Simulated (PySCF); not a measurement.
# A gas-phase reaction: GaH3O2 + H3N → GaH4NO2 + H2

Wanted: the reaction energy for `[OH][GaH][OH]` + `N` → `[NH2][Ga]([OH])[OH]` + `[H][H]`.

Computed with PySCF 2.14.0; each step states its level. No surroundings beyond the atoms listed, unless a continuum is named. Atoms count from 0, parts from 1.

### Step 1. Starting point

Each species was relaxed by itself at PBE0-D3(BJ)/def2-SVPD.

### Step 2. Reaction energy: wB97M-D3(BJ)/def2-TZVPD

Job settings and geometry (Å):

```
{"job": {"kind": "react", "xc": "wB97M-D3(BJ)", "basis": "def2-TZVPD"}, "charge": 0, "multiplicity": 1}
-1 GaH3O2 charge 0 multiplicity 1
O      0.208460     1.366080    -0.329910
Ga    -0.428620    -0.232640     0.175180
O      0.810330    -1.509480     0.038480
H     -0.395420     2.110900    -0.281180
H     -1.857760    -0.538890     0.675260
H      1.663020    -1.195960    -0.277830

-1 H3N charge 0 multiplicity 1
N      0.003990     0.001290     0.284460
H      0.932900    -0.163300    -0.092240
H     -0.602740    -0.722480    -0.089570
H     -0.319190     0.887000    -0.093610

+1 GaH4NO2 charge 0 multiplicity 1
N     -1.451800     0.252100     0.390580
Ga     0.276570    -0.094460     0.020270
O      1.252760    -0.984670     1.218870
O      1.126290     0.386860    -1.481490
H     -1.892150    -0.039220     1.251270
H     -2.083720     0.743920    -0.222860
H      2.164620    -1.131960     0.954600
H      0.608940     0.867930    -2.131520

+1 H2 charge 0 multiplicity 1
H      0.380220     0.007950    -0.000950
H     -0.380220    -0.007950     0.000950
```

With the program's defaults for keys left out, this is: wB97M-D3(BJ)/def2-TZVPD reaction energy of separated species, gas phase.

Started as:

```
OMP_NUM_THREADS=1 python cluster_run.py task.json out
```

One launch serves the whole session: the jobs run in the order shown.

**Question.** The jobs that follow are: PBE0-D3(BJ)/def2-TZVPD reaction energy of separated species, gas phase. Predict: reaction energy (wB97M-D3(BJ)/def2-TZVPD); ΔH, ΔG at 298 K (xTB thermal terms). Thermal terms come from harmonic xTB runs on each species.

**Answer**, as computed:

| quantity | value |
| --- | --- |
| reaction energy (wB97M-D3(BJ)/def2-TZVPD) | -0.15 kcal/mol |
| ΔH, ΔG at 298 K (xTB thermal terms) | -3.9, -2.1 kcal/mol |
| range of the reaction energy over the runs of this table | -0.33 to -0.15 kcal/mol |

The reaction is exothermic by 3.9 kcal/mol in the gas phase; dispersion gives -0.47, and xTB itself gave 6.77 for the electronic energy (xTB energies and thermal terms come from the earlier relaxation of each species, not shown). No barrier was sought. The reaction energy runs from -0.33 (PBE0-D3(BJ)/def2-TZVPD) to -0.15 kcal/mol (wB97M-D3(BJ)/def2-TZVPD).
